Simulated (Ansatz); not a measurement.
# SiF in Ansatz: convergence with smearing width

Input of the first run (smearing width 0.3 eV); the others differ in this setting and in those tied to it:

input.yaml

```yaml
crystal:
  lattice:
    - [3.0286, 0.0, 0.0]
    - [0.0, 3.0286, 0.0]
    - [0.0, 0.0, 3.0286]
  atoms:
    - { symbol: Si, position: [0.490546, 0.4926, 0.483629] }
    - { symbol: F, position: [0.007868, -0.010374, 0.002039] }
hamiltonian:
  xc: pbe
  pseudopotentials: { kind: nc, accuracy: standard }
kpoints:
  mp_grid: { grid: [6, 6, 6] }
scf:
  occupations: { method: fermi_dirac, width: 0.3 }
output:
  forces: true
  stress: true
  eigenvalues: true
```

Potentials or basis: PseudoDojo standard (PBE files).

Command:

```console
$ ansatz run input.yaml --threads 2 --pin off --max-ram 5632MiB --backend cpu --events-out ev --progress --plain --runs-dir out
```

The cell isn't the ideal one: atoms moved at random, drawn with an rms of 0.05 Å.

The cell was built by a generator and needn't be a form met in nature.

Hardware: 2 threads of Intel(R) Xeon(R) 6975P-C (Granite Rapids), on a shared host.

**Question.** The values tried are 0.3 eV, 0.2 eV, 0.15 eV, 0.1 eV, 0.05 eV, 0.025 eV, 0.01 eV, 0.005 eV, loosest first. From which on does the pressure stay within 0.1 GPa of the tightest run that finished?

**Answer.** From 0.025 eV on.

| smearing width | energy less the tightest run, at zero smearing (meV/atom) | pressure (GPa) | largest force (eV/Å) | SCF cycles | CPU time (s) | peak memory (GiB) |
| --- | --- | --- | --- | --- | --- | --- |
| 0.3 eV | -26.10 | 0.82 | 0.061 | 8 | 6.3 | 0.46 |
| 0.2 eV | -11.38 | 0.60 | 0.061 | 8 | 6.1 | 0.46 |
| 0.15 eV | -5.80 | 0.50 | 0.060 | 7 | 5.3 | 0.45 |
| 0.1 eV | -2.11 | 0.39 | 0.058 | 9 | 6.7 | 0.46 |
| 0.05 eV | -0.82 | 0.22 | 0.054 | 9 | 6.9 | 0.45 |
| 0.025 eV | -0.46 | 0.13 | 0.052 | 9 | 6.8 | 0.45 |
| 0.01 eV | -0.01 | 0.12 | 0.054 | 7 | 5.2 | 0.46 |
| 0.005 eV | 0.00 | 0.12 | 0.055 | 7 | 5.2 | 0.43 |

Against the tightest run, the energy stays within 1 meV/atom from 0.05 eV on; the largest force stays within 0.005 eV/Å from 0.1 eV on. Narrower smearing needs a denser k mesh, so at a fixed mesh the narrowest width isn't the most accurate. The tightest run that finished is the yardstick and may itself not be fully converged.

Caveat, for the tightest run too: an odd number of electrons without spin polarisation forces a metal; a magnetic or distorted state may lie lower.
